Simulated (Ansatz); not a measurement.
# BrHInO radical: one species, many methods

One table from this session's results is given with a row withheld; the runs are named, their logs left out.

Computed with Ansatz 0.2.0, Gaussian basis. Level: functionals in def2-TZVPP, the program's frozen cores in correlated methods.

The runs, in order: LDA (SPW92), PBE-D4, revPBE-D4, BLYP-D4, r2SCAN-D4, B97M-V, PBE0-D4, B3LYP-D4, r2SCANh-D4, r2SCAN0-D4, HSE06-D4, BHLYP-D4, CAM-B3LYP-D4, LC-ωPBE, ωB97X-V, ωB97M-V, B2PLYP, PBE-QIDH; CCSD(T)/def2-SVP; CCSD(T)/def2-TZVPP; CCSD(T)/def2-QZVPP; extrapolation to the limit; RPA on PBE.

## Structure used throughout

All runs share one geometry, relaxed beforehand with PBE0-D4 in a triple-zeta def2 set. In takes the def2 core potential; no spin-orbit term is included.

4 atoms, charge 0, spin multiplicity 2.

Atoms are counted from 1 here; the program's logs count them from 0.

Bond lengths: O1–In2 2.003 Å, O1–H4 0.962 Å, In2–Br3 2.503 Å. Angles: In2–O1–H4 113.3°, O1–In2–Br3 116.5°.

The first run:

File in.yaml:

```yaml
crystal:
  periodic: [false, false, false]
  atoms:
    - {symbol: O, position_ang: [-0.979024, -0.726876, 0.163022]}
    - {symbol: In, position_ang: [0.256757, 0.834307, -0.055280]}
    - {symbol: Br, position_ang: [2.672640, 0.301937, -0.433694]}
    - {symbol: H, position_ang: [-1.894873, -0.469568, 0.305652]}
basis:
  gaussian: {orbitals: def2-TZVPP}
magnetization: {spin_polarized: true, initial_magnetization: 1}
hamiltonian: {xc: lda}
output: {orbitals: {seedname: orbitals}}
```

Run with:

```sh
$ ansatz run in.yaml --threads 2 --pin off --events-out ev --progress --plain --max-ram 32768MiB --backend cpu
```

Among the steps run: LDA; PBE-D4 (GGA); revPBE-D4 (GGA); BLYP-D4 (GGA); r2SCAN-D4 (meta-GGA); B97M-V (meta-GGA); B3LYP-D4 (hybrid); r2SCANh-D4 (hybrid); r2SCAN0-D4 (hybrid); HSE06-D4 (hybrid); BHLYP-D4 (hybrid); CAM-B3LYP-D4 (range-separated); LC-ωPBE (range-separated); ωB97X-V (range-separated); ωB97M-V (range-separated); B2PLYP (double hybrid); PBE-QIDH (double hybrid).

One table of the session follows, with a row left open; its other results are not shown here.

It belongs to the step «Frontier levels by functional». 

| functional | HOMO (eV) | LUMO (eV) | gap (eV) |
| --- | --- | --- | --- |
| LDA (SPW92) | -5.79 | -5.18 | 0.61 |
| PBE-D4 | -5.61 | -4.81 | 0.80 |
| revPBE-D4 | -5.55 | -4.67 | 0.88 |
| BLYP-D4 | ? | ? | ? |
| r2SCAN-D4 | -5.99 | -4.57 | 1.42 |
| B97M-V | -5.67 | -4.86 | 0.81 |
| PBE0-D4 | -6.68 | -3.99 | 2.68 |
| B3LYP-D4 | -6.48 | -4.37 | 2.11 |
| r2SCANh-D4 | -6.39 | -4.27 | 2.12 |
| r2SCAN0-D4 | -6.98 | -3.82 | 3.15 |
| HSE06-D4 | -6.29 | -4.36 | 1.93 |
| BHLYP-D4 | -7.59 | -3.27 | 4.31 |
| CAM-B3LYP-D4 | -7.89 | -3.19 | 4.70 |
| LC-ωPBE | -9.12 | -1.82 | 7.30 |
| ωB97X-V | -8.71 | -2.17 | 6.54 |
| ωB97M-V | -8.68 | -2.35 | 6.34 |

Q: Estimate the row for BLYP-D4 from the others.

Worked estimate for «HOMO (eV)». Against the share of exact exchange, B3LYP-D4 (0.2, -6.48), BHLYP-D4 (0.5, -7.59) give a slope of -3.70 per unit share; at 0 the line stands at -5.74.

**Answer.** HOMO (eV): -5.47; LUMO (eV): -4.81; gap (eV): 0.66. In «HOMO (eV)» the line misses by -0.27.
